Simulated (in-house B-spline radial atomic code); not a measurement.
**Ho²⁺: ionisation energy by several methods**

One table from this session's results is given with a row withheld; the runs are named, their logs left out.

Program: in-house B-spline radial atomic code version 1. Level of theory: scalar-relativistic (X2C), several functionals, spin-polarised; spherical all-electron atom at the radial basis limit. These are calculated values, not measurements, unless marked.

### The system

```
element       : holmium (Z = 67)
charge        : +2
electrons     : 65
configuration : [Xe] 4f11
nucleus       : Fermi, rms radius 5.202 fm
```

Outer shells as boxes (Hund's rule):

[Xe] 4f11
```
[Xe] core
4f [↑↓][↑↓][↑↓][↑↓][↑ ][↑ ][↑ ]
```

Where spins are not typed, each open shell is filled with up spins first.

Set-up of the first run:

Input settings:

```ini
Z = 67
electrons = 65.0
configuration = [Xe] 4f11
hamiltonian = x2c
method = pbe,pbe
spin_polarised = True
nucleus = fermi
rms_radius = 5.2022
mass_number = 165
atomic_mass = 164.930329116
speed_of_light = 137.035999084
```

Steps of the session up to this table: PBE, a GGA; LDA (PW92); PW91, a GGA; BLYP, a GGA; revTPSS, a meta-GGA; OLYP, a GGA.

One table of the session follows, with a row left open; its other results are not shown here.

| method | ΔSCF (eV) |
| --- | --- |
| LDA (PW92) | 24.799 |
| PBE | 24.404 |
| PW91 | 24.516 |
| BLYP | 24.269 |
| OLYP | 24.616 |
| revTPSS | ? |

**Question.** Estimate the row for revTPSS.

**Answer.** ΔSCF (eV): 24.057. In the column «ΔSCF (eV)» it is the lowest.

Members of this set that are not shown: 12 used exact exchange with fractional occupations of an open shell, which is unsound here.

Limits of these values: Meta-GGA runs start from a PBE run whose iterations are not counted.
